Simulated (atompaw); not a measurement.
# Nitrogen: generating and testing a PAW (atompaw) potential

Task: generate the file, and judge it by its logarithmic derivatives, its ghosts and its cutoff.

The numbers are computed with atompaw 4.2.0.5 (PBEsol, scalar-relativistic, spin-unpolarised reference atom).

## (1) Starting point

The settings as typed:

```json
{
  "element": "nitrogen (N, Z = 7)",
  "type": "PAW",
  "frozen core": "[He]",
  "valence charge": "5",
  "reference configuration": "2s1 2p4",
  "partial waves": "2s (bound): rc 2.85 bohr; 2s channel at 0.5 Ry: rc 2.85 bohr; 2p (bound): rc 2.85 bohr; 2p channel at 0.65 Ry: rc 2.85 bohr; 3d channel at -0.2 Ry: rc 2.85 bohr",
  "local potential": "troulliermartins scheme with l = 3 at 0 Ry, radius 1.90 bohr",
  "core correction": "smooth core density matched at 2.20 bohr",
  "augmentation charge": "sinc compensation charge, radius 2.75 bohr; PAW radius 2.85 bohr; waves and projectors: custom polynom2 7 10 vanderbiltortho"
}
```

The outer shells as boxes (Hund's rule for the drawing; the calculation is spin-unpolarised):

```
[He] core
2s [↑ ]
2p [↑↓][↑ ][↑ ]
```

The nodes and maxima of the atom's own shells, from an earlier all-electron run, set the scale for the radii.

All-electron outer shells of the reference configuration (PBEsol, scalar-relativistic, ld1.x):

```tsv
shell	level (eV)	outermost node (bohr)	outermost maximum (bohr)
1s	-383.89	–	0.15
2s	-18.91	0.32	1.02
2p	-7.46	–	0.97
```

## (2) The generation run

File N.input:

```
N 7
GGA-PBESOL scalarrelativistic loggrid 1500 logderivrange -3 5 201
2 2 0 0 0 0
2 0 1
2 1 4
0 0 0
c
v
v
2
2.85 2.75 1.90 2.20
y
0.5
n
y
0.65
n
y
-0.2
n
custom polynom2 7 10 vanderbiltortho sinc
3 0 troulliermartins
2.85
2.85
2.85
2.85
2.85
PWSCFOUT
UPFDX 0.0125d0 UPFXMIN -7.d0 UPFZMESH 7.d0
END
```

Started as:

```
$ atompaw < N.input > N.log
```

What does the calculation give? Wanted: cutoffs for 10 and 1 mRy, occupied levels; bound ghosts; largest phase difference near zero energy, channels read; lowest eigenvalue of the overlap; share of valence orbitals outside the PAW sphere; UPF file.

As calculated:

| quantity | value |
| --- | --- |
| cutoffs for 10 and 1 mRy, occupied levels | 12 Ry and 30 Ry |
| bound ghosts | d at -2.24 eV |
| largest phase difference near zero energy, channels read | 0.163 rad |
| lowest eigenvalue of the overlap (Bessel basis) | 0.761 (s) |
| share of valence orbitals outside the PAW sphere | 2s 2 %, 2p 7 % |
| UPF file | written |

It has a bound ghost (d), a state that the atom doesn't have, and that rules the file out. It counts as soft on the atom, with 12 Ry needed at the looser tolerance. Of the channels read, d scatters worst near zero energy, by up to 0.16 rad (at the energies tabulated). All of this concerns the isolated atom, not yet a solid.
